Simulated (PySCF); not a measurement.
# C2H6FNSi: NMR shifts at several levels of theory, part 2 of 2

PySCF 2.14.0. Atoms count from 0. Earlier steps stand in the parts before.

**9. Shielding tensors: LC-wPBE/pcSseg-2**

What the job is given:

```
{"job": {"kind": "nmr", "xc": "LC-wPBE", "basis": "pcSseg-2", "pop": false}, "charge": 0, "multiplicity": 1}
C     -1.730532    -0.476585    -0.382693
C     -0.951732     0.603576    -0.421710
F     -1.467956     1.798973    -0.766364
Si     0.893027     0.630541    -0.020569
N      1.324237    -0.884214     0.687720
H     -1.283515    -1.434316    -0.110891
H     -2.796979    -0.427343    -0.620414
H      1.121145     1.838769     0.834409
H      1.699927     0.775945    -1.268009
H      1.048491    -1.125758     1.632111
H      2.193442    -1.333754     0.428135
```

Level: GIAO LC-wPBE/pcSseg-2 NMR shielding, non-relativistic, gas phase.

The log of the run:

```text
coarse grid: 9664 points
cycle   1  E = -523.7128250133  dE =  4.270e-01  |g| = 5.922e-01  |ddm| = 2.284e+00
cycle   2  E = -523.7317918594  dE = -1.897e-02  |g| = 5.803e-01  |ddm| = 5.425e-01
cycle   3  E = -523.7820645318  dE = -5.027e-02  |g| = 6.018e-02  |ddm| = 2.563e-01
cycle   4  E = -523.7827645838  dE = -7.001e-04  |g| = 2.676e-02  |ddm| = 4.924e-02
cycle   5  E = -523.7829031809  dE = -1.386e-04  |g| = 1.066e-02  |ddm| = 2.600e-02
cycle   6  E = -523.7829265581  dE = -2.338e-05  |g| = 1.404e-03  |ddm| = 7.322e-03
cycle   7  E = -523.7829276365  dE = -1.078e-06  |g| = 6.683e-04  |ddm| = 2.506e-03
final grid: 89176 points
cycle   8  E = -523.7930589875  dE = -1.175e-04  |g| = 1.001e-02  |ddm| = 2.907e-02
cycle   9  E = -523.7930586310  dE =  3.564e-07  |g| = 1.050e-02  |ddm| = 7.890e-03
cycle  10  E = -523.7930737162  dE = -1.509e-05  |g| = 8.929e-04  |ddm| = 4.097e-03
cycle  11  E = -523.7930738303  dE = -1.141e-07  |g| = 2.902e-04  |ddm| = 5.601e-04
cycle  12  E = -523.7930738231  dE =  7.196e-09  |g| = 1.067e-04  |ddm| = 2.390e-04
cycle  13  E = -523.7930738380  dE = -1.486e-08  |g| = 2.022e-05  |ddm| = 7.314e-05
cycle  14  E = -523.7930738383  dE = -2.977e-10  |g| = 6.544e-06  |ddm| = 5.073e-05
converged SCF energy = -523.7930738383

GIAO shielding tensors (ppm)
atom      isotropic    diamagn.    paramagn.     s11        s22        s33       span
  0 C       64.709     254.659    -189.950    -71.790     98.493    167.424    239.214
  1 C       -2.331     252.099    -254.430   -121.819     42.836     71.990    193.810
  2 F      298.863     465.796    -166.934    180.860    277.424    438.304    257.444
  3 Si     392.543     876.404    -483.861    347.438    382.543    447.648    100.210
  4 N      261.237     316.196     -54.960    236.256    264.758    282.696     46.439
  5 H       25.625      32.140      -6.515     22.872     24.149     29.855      6.983
  6 H       25.497      29.687      -4.190     21.916     25.143     29.433      7.517
  7 H       26.621      28.853      -2.232     23.168     25.404     31.291      8.123
  8 H       26.665      29.006      -2.341     23.844     25.177     30.973      7.129
  9 H       31.136      31.586      -0.450     24.436     26.810     42.163     17.727
 10 H       30.721      30.432       0.289     23.736     26.034     42.393     18.657
```

Wall time 84 s (1 thread of Arm Neoverse N1, shared host); peak memory 1.1 GiB.

Key values: δ C1 190.6, C0 123.6, F2 -95.2, Si3 -45.9, H6 5.82, H5 5.69 ppm.

**10. Shielding tensors: PBE0/STO-3G**

The job, as its differences from that of step 9:

```diff
@@ -1,2 +1,2 @@
-{"job": {"kind": "nmr", "xc": "LC-wPBE", "basis": "pcSseg-2", "pop": false}, "charge": 0, "multiplicity": 1}
+{"job": {"kind": "nmr", "xc": "PBE0", "basis": "STO-3G", "pop": true}, "charge": 0, "multiplicity": 1}
 C     -1.730532    -0.476585    -0.382693
```

With the program's defaults for keys left out, this is: GIAO PBE0/STO-3G NMR shielding, non-relativistic, gas phase.

The log of the run:

```text
coarse grid: 9664 points
cycle   1  E = -517.0018641586  dE =  3.832e-01  |g| = 5.137e-01  |ddm| = 4.094e+00
cycle   2  E = -517.0068380992  dE = -4.974e-03  |g| = 5.328e-01  |ddm| = 1.398e+00
cycle   3  E = -517.0907272711  dE = -8.389e-02  |g| = 6.573e-02  |ddm| = 7.316e-01
cycle   4  E = -517.0918497568  dE = -1.122e-03  |g| = 3.112e-02  |ddm| = 1.201e-01
cycle   5  E = -517.0921353107  dE = -2.856e-04  |g| = 7.475e-03  |ddm| = 4.637e-02
cycle   6  E = -517.0921534636  dE = -1.815e-05  |g| = 1.990e-03  |ddm| = 1.339e-02
cycle   7  E = -517.0921549284  dE = -1.465e-06  |g| = 2.297e-04  |ddm| = 3.277e-03
final grid: 89176 points
cycle   8  E = -517.0582353915  dE = -5.913e-06  |g| = 3.933e-03  |ddm| = 1.255e-02
cycle   9  E = -517.0582357058  dE = -3.144e-07  |g| = 3.810e-03  |ddm| = 1.047e-02
cycle  10  E = -517.0582403064  dE = -4.601e-06  |g| = 3.132e-04  |ddm| = 5.364e-03
cycle  11  E = -517.0582403415  dE = -3.504e-08  |g| = 1.205e-04  |ddm| = 6.218e-04
cycle  12  E = -517.0582403458  dE = -4.309e-09  |g| = 2.531e-05  |ddm| = 1.625e-04
cycle  13  E = -517.0582403460  dE = -1.830e-10  |g| = 8.766e-06  |ddm| = 4.277e-05
converged SCF energy = -517.0582403460

GIAO shielding tensors (ppm)
atom      isotropic    diamagn.    paramagn.     s11        s22        s33       span
  0 C      137.197     254.958    -117.761     36.305    160.157    215.129    178.824
  1 C      100.066     258.662    -158.597     33.821    105.790    160.586    126.765
  2 F      305.358     453.142    -147.784    194.934    214.277    506.863    311.929
  3 Si     564.996     868.608    -303.612    527.546    548.571    618.870     91.323
  4 N      338.895     313.166      25.729    299.144    306.988    410.554    111.410
  5 H       27.366      32.462      -5.095     24.521     25.157     32.420      7.899
  6 H       27.611      30.029      -2.417     23.982     25.930     32.922      8.940
  7 H       30.131      31.013      -0.882     25.735     27.939     36.720     10.985
  8 H       30.170      31.275      -1.105     26.205     27.769     36.537     10.333
  9 H       34.332      31.511       2.821     25.129     30.748     47.119     21.990
 10 H       34.150      30.904       3.246     24.498     30.151     47.801     23.303
```

Wall time 4.7 s (1 thread of Arm Neoverse N1, shared host); peak memory 0.5 GiB.

This run: δ C1 134.6, C0 97.5, F2 -1.0, Si3 -47.4, H5 5.24, H6 4.99 ppm.

**11. NMR shieldings: PBE0/6-31G**

The job, as its differences from that of step 10:

```diff
@@ -1,2 +1,2 @@
-{"job": {"kind": "nmr", "xc": "PBE0", "basis": "STO-3G", "pop": true}, "charge": 0, "multiplicity": 1}
+{"job": {"kind": "nmr", "xc": "PBE0", "basis": "6-31G", "pop": true}, "charge": 0, "multiplicity": 1}
 C     -1.730532    -0.476585    -0.382693
```

Method: GIAO PBE0/6-31G NMR shielding, non-relativistic, gas phase.

The log of the run:

```text
coarse grid: 9664 points
cycle   1  E = -523.3696332789  dE =  4.842e-01  |g| = 5.752e-01  |ddm| = 3.042e+00
cycle   2  E = -523.3085102946  dE =  6.112e-02  |g| = 7.982e-01  |ddm| = 1.122e+00
cycle   3  E = -523.4382554625  dE = -1.297e-01  |g| = 6.626e-02  |ddm| = 6.776e-01
cycle   4  E = -523.4393311767  dE = -1.076e-03  |g| = 3.071e-02  |ddm| = 1.071e-01
cycle   5  E = -523.4395439848  dE = -2.128e-04  |g| = 1.095e-02  |ddm| = 3.480e-02
cycle   6  E = -523.4395739272  dE = -2.994e-05  |g| = 1.485e-03  |ddm| = 1.185e-02
cycle   7  E = -523.4395745955  dE = -6.683e-07  |g| = 3.253e-04  |ddm| = 2.295e-03
final grid: 89176 points
cycle   8  E = -523.4027399292  dE = -7.826e-06  |g| = 8.215e-03  |ddm| = 1.431e-02
cycle   9  E = -523.4027254867  dE =  1.444e-05  |g| = 1.189e-02  |ddm| = 1.711e-02
cycle  10  E = -523.4027549305  dE = -2.944e-05  |g| = 9.368e-04  |ddm| = 1.044e-02
cycle  11  E = -523.4027551313  dE = -2.008e-07  |g| = 2.007e-04  |ddm| = 1.117e-03
cycle  12  E = -523.4027551402  dE = -8.885e-09  |g| = 8.231e-05  |ddm| = 2.353e-04
cycle  13  E = -523.4027551420  dE = -1.802e-09  |g| = 1.265e-05  |ddm| = 9.272e-05
cycle  14  E = -523.4027551421  dE = -4.707e-11  |g| = 4.489e-06  |ddm| = 2.364e-05
converged SCF energy = -523.4027551421

GIAO shielding tensors (ppm)
atom      isotropic    diamagn.    paramagn.     s11        s22        s33       span
  0 C       90.528     258.436    -167.908    -23.011    116.627    177.968    200.979
  1 C       32.625     256.384    -223.759    -61.209     67.917     91.167    152.376
  2 F      281.903     470.604    -188.701    150.099    267.711    427.899    277.800
  3 Si     468.873     880.578    -411.705    425.904    461.191    519.523     93.619
  4 N      274.165     322.469     -48.304    245.268    269.387    307.840     62.572
  5 H       26.649      31.489      -4.841     24.135     24.540     31.271      7.137
  6 H       26.876      29.378      -2.502     23.043     26.346     31.237      8.194
  7 H       27.645      28.790      -1.145     23.350     26.146     33.439     10.089
  8 H       27.822      29.123      -1.301     24.335     25.924     33.209      8.874
  9 H       33.353      30.967       2.385     25.330     29.003     45.725     20.394
 10 H       33.022      30.454       2.568     24.891     27.932     46.243     21.352
```

It took 9.2 s on 1 thread of Arm Neoverse N1, shared host; peak memory 0.5 GiB.

Key values: δ C1 166.9, C0 109.0, F2 -104.5, Si3 -24.1, H5 5.96, H6 5.74 ppm.

**12. Side by side: NMR shifts**

Shifts (ppm) of some atoms, chosen among heavy atoms and hydrogens apart, means over like atoms, with basis size and wall time:

```
               run     C1     C0    H7     H9      F2    Si3     N4  functions   time
     PBE0/pcSseg-2  185.2  117.0  4.87   0.37  -107.0  -49.4    4.8        271   53 s
 mPW1PW91/pcSseg-2  185.2  117.3  4.83   0.38  -106.7  -49.5    4.3        271   53 s
     WP04/pcSseg-2  185.8  117.6  4.21   0.43  -111.9  -54.0    0.8        271   58 s
    B97-2/pcSseg-2  181.6  114.3  4.78   0.36  -107.3  -49.9    3.8        271   55 s
BHandHLYP/pcSseg-2  185.8  118.6  4.63   0.49  -107.2  -50.9    2.8        271   51 s
CAM-B3LYP/pcSseg-2  189.7  118.9  4.76   0.41  -107.2  -52.3    5.9        271   71 s
  wB97X-D/pcSseg-2  186.2  118.5  4.77   0.42  -103.6  -49.8    3.4        271   71 s
  LC-wPBE/pcSseg-2  190.6  123.6  4.67   0.39   -95.2  -45.9    2.8        271   84 s
       PBE0/STO-3G  134.6   97.5  2.45  -1.64    -1.0  -47.4  -44.2         35  4.7 s
        PBE0/6-31G  166.9  109.0  4.88  -0.58  -104.5  -24.1  -13.5         61  9.2 s
```

**13. Results**

What follows sums up all 2 parts.

```
                                                              quantity                                             value
                                ¹³C shifts against TMS (PBE0/pcSseg-2)                                  185.2, 117.0 ppm
¹H shifts against TMS (PBE0/pcSseg-2, means over atoms taken as alike)                        5.69, 5.58, 4.87, 0.37 ppm
                              ¹⁹F shifts against CFCl3 (PBE0/pcSseg-2)                                        -107.0 ppm
                               ²⁹Si shifts against TMS (PBE0/pcSseg-2)                                         -49.4 ppm
                                ¹⁵N shifts against NH3 (PBE0/pcSseg-2)                                           4.8 ppm
                                              range of the shift of F2                                -111.9 to -1.0 ppm
                                         property runs in this session  10, of which 0 failed and 1 gave unsound results
```

In words: Single values in the summary come from the first run of each kind that ended normally (PBE0/pcSseg-2), which need not be the best level. At PBE0/pcSseg-2: The largest span, 267 ppm, is at F2, where the paramagnetic term is -184 ppm. Across the 10 runs the shift of F2 moves most, between -111.9 (WP04/pcSseg-2) and -1.0 ppm (PBE0/STO-3G). A minimal basis is unusable for shieldings, so that end is no result. Most of that comes from the computed reference, not from the atom's own shielding.
